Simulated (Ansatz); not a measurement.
# ZnClF: a ladder of functionals and wavefunction methods

The task here is to estimate one member of a computed series from the others.

Program: Ansatz 0.2.0, Gaussian basis. Level of theory: functionals in def2-TZVPP, the program's frozen cores in correlated methods. These are calculated values, not measurements.

The runs, in order: LDA (SPW92), PBE-D4, revPBE-D4, BLYP-D4, r2SCAN-D4, B97M-V, PBE0-D4, B3LYP-D4, r2SCANh-D4, r2SCAN0-D4, HSE06-D4, BHLYP-D4, CAM-B3LYP-D4, LC-ωPBE, ωB97X-V, ωB97M-V, B2PLYP, PBE-QIDH; CCSD(T)/def2-SVP; CCSD(T)/def2-TZVPP; CCSD(T)/def2-QZVPP; extrapolation to the limit; RPA on PBE.

## Structure used throughout

The geometry comes from an earlier relaxation with PBE0-D4 in a triple-zeta def2 set; it is a stationary point.

SMILES `[F][Zn][Cl]`, 3 atoms, charge 0, spin multiplicity 1.

Atoms are counted from 1 here; the program's logs count them from 0.

Bond lengths: F1–Zn2 1.739 Å, Zn2–Cl3 2.073 Å. Angles: F1–Zn2–Cl3 180.0°.

Set-up of the first run:

File in.yaml:

```yaml
crystal:
  periodic: [false, false, false]
  atoms:
    - {symbol: F, position_ang: [-1.496672, 0.787605, -0.739786]}
    - {symbol: Zn, position_ang: [-0.093403, 0.027100, -0.048639]}
    - {symbol: Cl, position_ang: [1.579175, -0.879504, 0.775126]}
basis:
  gaussian: {orbitals: def2-TZVPP}
hamiltonian: {xc: lda}
output: {orbitals: {seedname: orbitals}}
```

Launch:

```sh
$ ansatz run in.yaml --threads 4 --pin off --events-out ev --progress --plain --max-ram 10444MiB
```

Steps of the session up to this table: LDA; PBE-D4 (GGA); revPBE-D4 (GGA); BLYP-D4 (GGA); r2SCAN-D4 (meta-GGA); B97M-V (meta-GGA); B3LYP-D4 (hybrid); r2SCANh-D4 (hybrid); r2SCAN0-D4 (hybrid); HSE06-D4 (hybrid); BHLYP-D4 (hybrid); CAM-B3LYP-D4 (range-separated); LC-ωPBE (range-separated); ωB97X-V (range-separated); ωB97M-V (range-separated); B2PLYP (double hybrid); PBE-QIDH (double hybrid).

One table of the session follows, with a row left open; its other results are not shown here.

It belongs to the step «Frontier levels by functional». 

```
  functional  HOMO (eV)  LUMO (eV)  gap (eV)
 LDA (SPW92)      -8.20      -3.05      5.15
      PBE-D4      -7.98      -2.75      5.24
   revPBE-D4      -7.91      -2.62      5.28
     BLYP-D4      -7.84      -2.76      5.08
   r2SCAN-D4      -8.33      -2.44      5.90
      B97M-V      -8.39      -2.64      5.75
     PBE0-D4      -9.43      -1.79      7.64
    B3LYP-D4          ?          ?         ?
  r2SCANh-D4      -8.87      -2.09      6.78
  r2SCAN0-D4      -9.66      -1.60      8.07
    HSE06-D4      -9.02      -2.15      6.86
    BHLYP-D4     -10.70      -1.01      9.69
CAM-B3LYP-D4     -10.83      -0.91      9.92
     LC-ωPBE     -12.25       0.46     12.71
     ωB97X-V     -11.86       0.27     12.13
     ωB97M-V     -11.72       0.00     11.72
```

Q: Estimate the row for B3LYP-D4 from the others.

Worked estimate for «HOMO (eV)». Against the share of exact exchange, BLYP-D4 (0, -7.84), BHLYP-D4 (0.5, -10.70) give a slope of -5.72 per unit share; at 0.2 the line stands at -8.98.

**Answer.** HOMO (eV): -9.16; LUMO (eV): -2.16; gap (eV): 6.99. In «HOMO (eV)» the line misses by +0.18.
